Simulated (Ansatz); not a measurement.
A run of Ansatz 0.2.0 is set up as follows.

File input.yaml:

```yaml
crystal:
  lattice:
    - [5.76069, 0.00496, -0.00286]
    - [-0.5275, 5.84664, 0.03413]
    - [-1.48435, -0.92642, 6.64586]
  atoms:
    - { symbol: Hf, position: [0.7454, 0.39602, 0.34989] }
    - { symbol: Hf, position: [0.28763, 0.45322, 0.59401] }
    - { symbol: Pd, position: [0.90854, 0.13294, 0.84849] }
    - { symbol: Pd, position: [0.25249, 0.90323, 0.35874] }
    - { symbol: Se, position: [0.63469, 0.40355, 0.93716] }
    - { symbol: Se, position: [0.62597, 0.78174, 0.53023] }
    - { symbol: Br, position: [0.85273, 0.99089, 0.15355] }
    - { symbol: Br, position: [0.22526, 0.82084, 0.86223] }
    - { symbol: O, position: [0.9604, 0.28925, 0.59026] }
    - { symbol: O, position: [0.43233, 0.24524, 0.40864] }
    - { symbol: O, position: [0.07457, 0.58308, 0.36682] }
hamiltonian:
  xc: r2scan
  pseudopotentials: { kind: paw }
  dispersion: rvv10
kpoints:
  mp_grid: { grid: [4, 4, 3] }
scf:
  occupations: { method: fermi_dirac, width: 0.05 }
output:
  forces: true
  stress: true
  eigenvalues: true
relax:
  f_tol: 0.01
  max_steps: 40
  cell: { stress_tol: 0.05 }
```

Potentials or basis: Ansatz PAW.

Launch:

```sh
$ ansatz run input.yaml --threads 8 --pin off --max-ram 20480MiB --backend cpu --events-out ev --progress --plain --runs-dir out
```

(1) Estimate the space group after relaxing (to 0.05 Å).

(2) What does it give for the band gap on the k mesh?

## Answers

(1) P1 (No. 1).

(2) 0.41 eV, indirect (least direct gap 0.57 eV).

Caveat: odd divisions of the mesh miss points on the zone boundary, where band edges often lie, so the gap on the mesh can be too wide; the plane-wave basis is chosen anew once the cell has moved, so the energies of steps on either side of that aren't comparable; spin-orbit coupling is left out, which moves the levels of the heavy elements.
